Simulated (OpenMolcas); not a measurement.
# C2H8O2V (VH2(OMe)2), step by step

We compute a series of 11 runs (ROHF/ANO-RCC-MB, CASSCF(3,5)/ANO-RCC-VDZP, CASPT2[IPEA 0](3,5)/ANO-RCC-VDZP, PC-NEVPT2(3,5)/ANO-RCC-VDZP, MC-PDFT[tLSDA](3,5)/ANO-RCC-VDZP, SC-NEVPT2(3,5)/ANO-RCC-VDZP) of C2H8O2V. 

Program for the calculation: OpenMolcas 26.06.

1 further run of the same task is left out (set aside as unsound or not needed).

**1. The structure to begin with**

C2H8O2V: 13 atoms, total charge 0, spin state doublet. SMILES: `[H][V]([H])([O]C)[O]C`. The shape comes from GFN2-xTB, which is rough for such elements, and wasn't checked as a minimum. This is one conformer, not always the lowest.

Bond lengths: V1–O4 1.580 Å, O4–C5 1.365 Å, V1–O9 1.580 Å, O9–C10 1.366 Å, V1–H2 1.502 Å, V1–H3 1.502 Å, C5–H6 1.098 Å, C5–H7 1.100 Å, C5–H8 1.099 Å, C10–H11 1.098 Å, C10–H12 1.100 Å, C10–H13 1.098 Å. Some angles: V1–O4–C5 179.7°, O4–V1–O9 153.1°, V1–O9–C10 179.7°, H2–V1–O4 98.9°, H2–V1–O9 98.9°, H3–V1–O4 98.9°, H3–V1–O9 98.9°, O4–C5–H6 110.1°, O4–C5–H7 110.7°, O4–C5–H8 110.0°.

**2. The energy at ROHF/ANO-RCC-MB (DKH2) (run 1)**

Input file step1.input:

```
&GATEWAY
 Coord
 13
 angstrom
 V        0.291450      -0.000450       0.207790
 H        0.458680       0.040170       1.699800
 H        1.755070      -0.044290      -0.126290
 O        0.028470       1.535650      -0.051370
 C       -0.193540       2.864870      -0.270340
 H       -0.292420       3.393050       0.687680
 H       -1.114810       3.014360      -0.853290
 H        0.648880       3.301180      -0.824250
 O       -0.043570      -1.535550       0.040140
 C       -0.327200      -2.864250      -0.099700
 H        0.539670      -3.391210      -0.520910
 H       -1.188810      -3.009750      -0.768410
 H       -0.561870      -3.303760       0.879160
 Basis = ANO-RCC-MB
 Group = NoSym

&SEWARD

&SCF
 UHF
 Spin = 2
 PrOrbitals = 0

&RASSCF
 FileOrb = $Project.UnaOrb
 Spin = 2
 Nactel = 1 0 0
 Inactive = 29
 Ras2 = 1
 OutOrbitals = Canonical
 OrbListing = Nothing
```

Command:

```bash
$ export MOLCAS_MEM=1860
$ pymolcas step1.input > step1.log
```

Output:

```text
--- Start Module: gateway ---
[...]
--- Stop Module: gateway /rc=_RC_ALL_IS_WELL_ ---
[...]
      Basis functions           46
[...]
--- Start Module: scf ---
[...]
       Convergence after  17 Iterations
[...]
::    Total SCF energy                              -1178.0766081306
[...]
      Total spin, S                                     0.5337025288
[...]
--- Stop Module: scf /rc=_RC_ALL_IS_WELL_ ---
[...]
--- Start Module: rasscf ---
[...]
      Number of active orbitals                  1
[...]
      Spin quantum number                      0.5
[...]
      Active orbitals                            1
[...]
      Number of CSFs                             1
[...]
      Number of root(s) required                 1
[...]
      Convergence after  9 iterations
[...]
      printout of CI-coefficients larger than  0.05 for root  1
      energy=   -1178.074429
      conf/sym  1     Coeff  Weight
             1  u   1.00000 1.00000
      Natural orbitals and occupation numbers for root  1
      sym 1:   1.000000
      ************************************************************************************************************************
      *                                                    Final results                                                     *
[...]
::    RASSCF root number  1 Total energy:  -1178.07442874
[...]
      Total electronic charge=   59.000000
      Total            charge=   -0.000000
[...]
      Dipole Moment (debye):
      Origin of the operator (angstrom)=    0.0748   -0.0001    0.0534
                   X= -2.9053E+00               Y=  6.5826E-03               Z= -2.0622E+00           Total=  3.5628E+00
      Quadrupole Moment (debye*angstrom):
[...]
--- Stop Module: rasscf /rc=_RC_ALL_IS_WELL_ ---
[...]
```

Run time: 9.9 s. Hardware: 1 thread of Arm Neoverse V1, shared host; peak memory 0.41 GiB.

**3. The vertical excitations at CASSCF(3,5)/ANO-RCC-VDZP (DKH2, RICD fitting, 5 states averaged) (run 2)**

Input file step2.input:

```
* C2H8O2V CASSCF

&GATEWAY
  COORD
  13
  angstrom
  V        0.291450      -0.000450       0.207790
  H        0.458680       0.040170       1.699800
  H        1.755070      -0.044290      -0.126290
  O        0.028470       1.535650      -0.051370
  C       -0.193540       2.864870      -0.270340
  H       -0.292420       3.393050       0.687680
  H       -1.114810       3.014360      -0.853290
  H        0.648880       3.301180      -0.824250
  O       -0.043570      -1.535550       0.040140
  C       -0.327200      -2.864250      -0.099700
  H        0.539670      -3.391210      -0.520910
  H       -1.188810      -3.009750      -0.768410
  H       -0.561870      -3.303760       0.879160
  BASIS=ANO-RCC-MB
  GROUP=NoSym

&SEWARD

&RASSCF
  FILEORB=$CurrDir/step1.RasOrb
  ALTER=2
  1 28 29
  1 32 34
  SPIN=2
  NACTEL=3 0 0
  INACTIVE=28
  RAS2=5
  CIROOT=5 5 1
  ORBLISTING=Nothing
>>> COPY $Project.RunFile RUNFIL1
>>> COPY $Project.RasOrb INPORB

&GATEWAY
  COORD
  13
  angstrom
  V        0.291450      -0.000450       0.207790
  H        0.458680       0.040170       1.699800
  H        1.755070      -0.044290      -0.126290
  O        0.028470       1.535650      -0.051370
  C       -0.193540       2.864870      -0.270340
  H       -0.292420       3.393050       0.687680
  H       -1.114810       3.014360      -0.853290
  H        0.648880       3.301180      -0.824250
  O       -0.043570      -1.535550       0.040140
  C       -0.327200      -2.864250      -0.099700
  H        0.539670      -3.391210      -0.520910
  H       -1.188810      -3.009750      -0.768410
  H       -0.561870      -3.303760       0.879160
  BASIS=ANO-RCC-VDZP
  GROUP=NoSym
  RICD

&SEWARD
>>> COPY $Project.RunFile RUNFIL2

&EXPBAS

&RASSCF
  FILEORB=$Project.ExpOrb
  SPIN=2
  NACTEL=3 0 0
  INACTIVE=28
  RAS2=5
  CIROOT=5 5 1
  ORBLISTING=Nothing
  ORBAPPEAR=Compact
```

Command:

```bash
$ export MOLCAS_MEM=1860
$ pymolcas step2.input > step2.log
```

Output:

```text
--- Start Module: gateway ---
[...]
--- Stop Module: gateway /rc=_RC_ALL_IS_WELL_ ---
[...]
      Basis functions           46
[...]
      Number of active orbitals                  5
[...]
      Spin quantum number                      0.5
[...]
      Active orbitals                            5
[...]
      Number of CSFs                            40
[...]
      Number of root(s) required                 5
[...]
      Convergence after 35 iterations
[...]
      printout of CI-coefficients larger than  0.05 for root  1
      energy=   -1178.097151
      conf/sym  11111     Coeff  Weight
             1  2u000  -0.97953 0.95947
             8  0u200  -0.18952 0.03592
[...]
      Natural orbitals and occupation numbers for root  1
      sym 1:   1.923238   0.997149   0.073376   0.003036   0.003201
      Natural orbitals and occupation numbers for root  2
      sym 1:   1.914934   0.006664   0.078167   0.993517   0.006718
      Natural orbitals and occupation numbers for root  3
      sym 1:   1.910842   0.006909   0.082047   0.006954   0.993248
[...]
::    RASSCF root number  1 Total energy:  -1178.09715117
::    RASSCF root number  2 Total energy:  -1178.01846633
[...]
      Basis functions          130
[...]
--- Start Module: expbas ---
[...]
--- Start Module: rasscf ---
[...]
      Convergence after 22 iterations
[...]
      Natural orbitals and occupation numbers for root  2
      sym 1:   1.924123   0.005444   0.070255   0.994699   0.005479
      Natural orbitals and occupation numbers for root  3
      sym 1:   1.920195   0.006595   0.073036   0.006654   0.993519
      Natural orbitals and occupation numbers for root  4
      sym 1:   1.909388   0.133590   0.948524   0.005739   0.002759
      Natural orbitals and occupation numbers for root  5
      sym 1:   1.051426   1.813685   0.068200   0.028213   0.038476
      ************************************************************************************************************************
      *                                                    Final results                                                     *
[...]
::    RASSCF root number  2 Total energy:  -1178.33198291
::    RASSCF root number  3 Total energy:  -1178.32358527
::    RASSCF root number  4 Total energy:  -1178.25889415
::    RASSCF root number  5 Total energy:  -1178.23318510
[...]
      Total electronic charge=   59.000000
      Total            charge=   -0.000000
[...]
      Dipole Moment (debye):
      Origin of the operator (angstrom)=    0.0748   -0.0001    0.0534
                   X= -4.0869E-01               Y= -5.9442E-02               Z= -2.3109E+00           Total=  2.3475E+00
      Quadrupole Moment (debye*angstrom):
[...]
```

Wall time 45 s (1 thread of Arm Neoverse V1, shared host); peak memory 0.41 GiB.

The roots found:

```tsv
excited state	energy (eV)
1	1.583
2	1.811
3	3.571
4	4.271
```

Runs 3 to 7 aren't shown in full; the table further down has their settings and results.

**4. The quartet: the energy at SC-NEVPT2(3,5)/ANO-RCC-VDZP (DKH2, RICD fitting, pt2 variant SC-NEVPT2) (run 8)**

Input file step8.input:

```
&GATEWAY
 Coord
 13
 angstrom
 V        0.291450      -0.000450       0.207790
 H        0.458680       0.040170       1.699800
 H        1.755070      -0.044290      -0.126290
 O        0.028470       1.535650      -0.051370
 C       -0.193540       2.864870      -0.270340
 H       -0.292420       3.393050       0.687680
 H       -1.114810       3.014360      -0.853290
 H        0.648880       3.301180      -0.824250
 O       -0.043570      -1.535550       0.040140
 C       -0.327200      -2.864250      -0.099700
 H        0.539670      -3.391210      -0.520910
 H       -1.188810      -3.009750      -0.768410
 H       -0.561870      -3.303760       0.879160
 Basis=ANO-RCC-VDZP
 Group=NoSym
 RICD

&SEWARD

&RASSCF
 FileOrb=$CurrDir/step2.RasOrb
 Spin=4
 Nactel=3 0 0
 Inactive=28
 Ras2=5
 OrbListing=Nothing
 OrbAppear=Compact

&CASPT2
 SC-NEVPT2
```

Command:

```bash
$ export MOLCAS_MEM=1860
$ pymolcas step8.input > step8.log
```

Output:

```text
--- Start Module: gateway ---
[...]
--- Stop Module: gateway /rc=_RC_ALL_IS_WELL_ ---
[...]
      Basis functions          130
[...]
--- Start Module: rasscf ---
[...]
      Number of active orbitals                  5
[...]
      Spin quantum number                      1.5
[...]
      Active orbitals                            5
[...]
      Number of CSFs                            10
[...]
      Number of root(s) required                 1
[...]
      Convergence after 90 iterations
[...]
      printout of CI-coefficients larger than  0.05 for root  1
      energy=   -1178.257215
      conf/sym  11111     Coeff  Weight
             3  uu00u   0.99880 0.99759
      Natural orbitals and occupation numbers for root  1
      sym 1:   1.000000   0.997594   0.002406   0.002406   0.997594
      ************************************************************************************************************************
      *                                                    Final results                                                     *
[...]
::    RASSCF root number  1 Total energy:  -1178.25721479
[...]
      Total electronic charge=   59.000000
      Total            charge=   -0.000000
[...]
      Dipole Moment (debye):
      Origin of the operator (angstrom)=    0.0748   -0.0001    0.0534
                   X=  4.9400E-01               Y= -9.0816E-02               Z= -2.6842E+00           Total=  2.7308E+00
      Quadrupole Moment (debye*angstrom):
[...]
--- Stop Module: rasscf /rc=_RC_ALL_IS_WELL_ ---
[...]
--- Start Module: caspt2 ---
[...]
      E2 (Variational):          -1.0472338616
[...]
      E2 (Variational):          -1.0455528663
      Total energy:           -1179.3027676571
[...]
      Reference weight:           0.76783
[...]
::    SC-NEVPT2 Root  1     Total energy:  -1179.30276766
[...]
--- Stop Module: caspt2 /rc=_RC_ALL_IS_WELL_ ---
[...]
```

Wall time 83 s (1 thread of Arm Neoverse V1, shared host); peak memory 0.18 GiB.

Runs 9 to 10 aren't shown in full; the table further down has their settings and results.

**5. The excited states at CASPT2[IPEA 0](3,5)/ANO-RCC-VDZP (DKH2, RICD fitting, casscf thresholds set, ipea shift 0 Eh, pt2 variant XMS, 5 states averaged) (run 11)**

Input file step11.input:

```
&GATEWAY
 COORD
 13
 angstrom
 V        0.291450      -0.000450       0.207790
 H        0.458680       0.040170       1.699800
 H        1.755070      -0.044290      -0.126290
 O        0.028470       1.535650      -0.051370
 C       -0.193540       2.864870      -0.270340
 H       -0.292420       3.393050       0.687680
 H       -1.114810       3.014360      -0.853290
 H        0.648880       3.301180      -0.824250
 O       -0.043570      -1.535550       0.040140
 C       -0.327200      -2.864250      -0.099700
 H        0.539670      -3.391210      -0.520910
 H       -1.188810      -3.009750      -0.768410
 H       -0.561870      -3.303760       0.879160
 BASIS=ANO-RCC-VDZP
 GROUP=NoSym
 RICD

&SEWARD

&RASSCF
 FILEORB=$CurrDir/step2.RasOrb
 SPIN=2
 NACTEL=3 0 0
 INACTIVE=28
 RAS2=5
 CIROOT=5 5 1
 THRS=1e-06 0.01 0.001
 ORBLISTING=Nothing
 ORBAPPEAR=Compact

&CASPT2
 XMULTISTATE=all
 IPEA=0
 IMAGINARY=0.3
```

Command:

```bash
$ export MOLCAS_MEM=1860
$ pymolcas step11.input > step11.log
```

Output:

```text
--- Start Module: gateway ---
[...]
--- Stop Module: gateway /rc=_RC_ALL_IS_WELL_ ---
[...]
      Basis functions          130
[...]
--- Start Module: rasscf ---
[...]
      Number of active orbitals                  5
[...]
      Spin quantum number                      0.5
[...]
      Active orbitals                            5
[...]
      Number of CSFs                            40
[...]
      Number of root(s) required                 5
[...]
      Convergence after  4 iterations
[...]
      printout of CI-coefficients larger than  0.05 for root  1
      energy=   -1178.390143
      conf/sym  11111     Coeff  Weight
             1  2u000  -0.97942 0.95927
             4  udu00   0.05065 0.00257
             8  0u200  -0.18302 0.03350
            28  u00du   0.05310 0.00282
[...]
      Natural orbitals and occupation numbers for root  1
      sym 1:   1.926332   0.995999   0.069223   0.004188   0.004259
      Natural orbitals and occupation numbers for root  2
      sym 1:   1.924124   0.005444   0.070255   0.994699   0.005478
      Natural orbitals and occupation numbers for root  3
      sym 1:   1.920195   0.006595   0.073036   0.006654   0.993519
      Natural orbitals and occupation numbers for root  4
      sym 1:   1.909390   0.133587   0.948525   0.005739   0.002759
      Natural orbitals and occupation numbers for root  5
      sym 1:   1.051425   1.813688   0.068198   0.028213   0.038476
      ************************************************************************************************************************
      *                                                    Final results                                                     *
[...]
::    RASSCF root number  1 Total energy:  -1178.39014307
::    RASSCF root number  2 Total energy:  -1178.33198299
[...]
      Total electronic charge=   59.000000
      Total            charge=   -0.000000
[...]
      Dipole Moment (debye):
      Origin of the operator (angstrom)=    0.0748   -0.0001    0.0534
                   X= -4.0872E-01               Y= -5.9440E-02               Z= -2.3109E+00           Total=  2.3475E+00
      Quadrupole Moment (debye*angstrom):
[...]
--- Stop Module: rasscf /rc=_RC_ALL_IS_WELL_ ---
[...]
--- Start Module: caspt2 ---
[...]
::    XMS-CASPT2 Root  2     Total energy:  -1179.43560017
::    XMS-CASPT2 Root  3     Total energy:  -1179.43172887
::    XMS-CASPT2 Root  4     Total energy:  -1179.39158658
::    XMS-CASPT2 Root  5     Total energy:  -1179.37180502
[...]
--- Stop Module: caspt2 /rc=_RC_ALL_IS_WELL_ ---
[...]
```

It took 47 s on 1 thread of Arm Neoverse V1, shared host; peak memory 0.18 GiB.

The roots found:

```tsv
excited state	energy (eV)
1	2.216
2	2.321
3	3.413
4	3.952
```

**6. The series**

```tsv
run	level	integral approximation	task	partner	energy (Eh)	dipole moment (D) of the reference	wall time
1	ROHF/ANO-RCC-MB (DKH2)	none	energy	base	-1178.074429	3.56	9.9 s
2	CASSCF(3,5)/ANO-RCC-VDZP (DKH2, RICD fitting, 5 states averaged)	RICD	excited	base	-1178.390143	2.80	45 s
3	CASSCF(3,5)/ANO-RCC-VDZP (DKH2, RICD fitting, multiplet size 2, 5 states averaged)	RICD	magnetism	base	-1178.390143	–	22 s
4	CASPT2[IPEA 0](3,5)/ANO-RCC-VDZP (DKH2, RICD fitting, ipea shift 0 Eh, multiplet size 2, pt2 variant XMS, 5 states averaged)	RICD	magnetism	base	-1179.518171	–	50 s
5	PC-NEVPT2(3,5)/ANO-RCC-VDZP (DKH2, RICD fitting, pt2 variant QD-PC-NEVPT2, 5 states averaged)	RICD	excited	base	-1179.497100	2.80	35 s
6	MC-PDFT[tLSDA](3,5)/ANO-RCC-VDZP (DKH2, RICD fitting, 5 states averaged)	RICD	excited	base	-1178.013580	2.80	31 s
7	CASPT2[IPEA 0](3,5)/ANO-RCC-VDZP (DKH2, RICD fitting, ipea shift 0 Eh, pt2 variant SS)	RICD	energy	other spin	-1179.323934	2.73	87 s
8	SC-NEVPT2(3,5)/ANO-RCC-VDZP (DKH2, RICD fitting, pt2 variant SC-NEVPT2)	RICD	energy	other spin	-1179.302768	2.73	83 s
9	CASPT2[IPEA 0](3,5)/ANO-RCC-VDZP (DKH2, RICD fitting, ipea shift 0 Eh, pt2 variant SS)	RICD	energy	base	-1179.501297	2.86	50 s
10	SC-NEVPT2(3,5)/ANO-RCC-VDZP (DKH2, RICD fitting, pt2 variant SC-NEVPT2)	RICD	energy	base	-1179.491223	2.86	46 s
11	CASPT2[IPEA 0](3,5)/ANO-RCC-VDZP (DKH2, RICD fitting, casscf thresholds set, ipea shift 0 Eh, pt2 variant XMS, 5 states averaged)	RICD	excited	base	-1179.517025	2.80	47 s
```

**7. Summary of results**

```
                                                                                   quantity           value
                  run 11, CASPT2[IPEA 0](3,5)/ANO-RCC-VDZP: energy of the lowest of 5 roots  -1179.51702 Eh
                   run 11, CASPT2[IPEA 0](3,5)/ANO-RCC-VDZP: dipole moment (CASSCF density)          2.80 D
run 11, CASPT2[IPEA 0](3,5)/ANO-RCC-VDZP: lowest excitation energy within this active space         2.22 eV
         vertical energy of the quartet above the doublet, CASPT2[IPEA 0](3,5)/ANO-RCC-VDZP        4.826 eV
              vertical energy of the quartet above the doublet, SC-NEVPT2(3,5)/ANO-RCC-VDZP        5.128 eV
```

What this shows: At CASPT2[IPEA 0](3,5)/ANO-RCC-VDZP: at this shape the quartet lies 4.83 eV (466 kJ/mol) above the doublet. At SC-NEVPT2(3,5)/ANO-RCC-VDZP: at this shape the quartet lies 5.13 eV (118 kcal/mol) above the doublet. In run 1 the basis is minimal, so the values are rough. All runs together took 8.4 min, the longest 87 s.
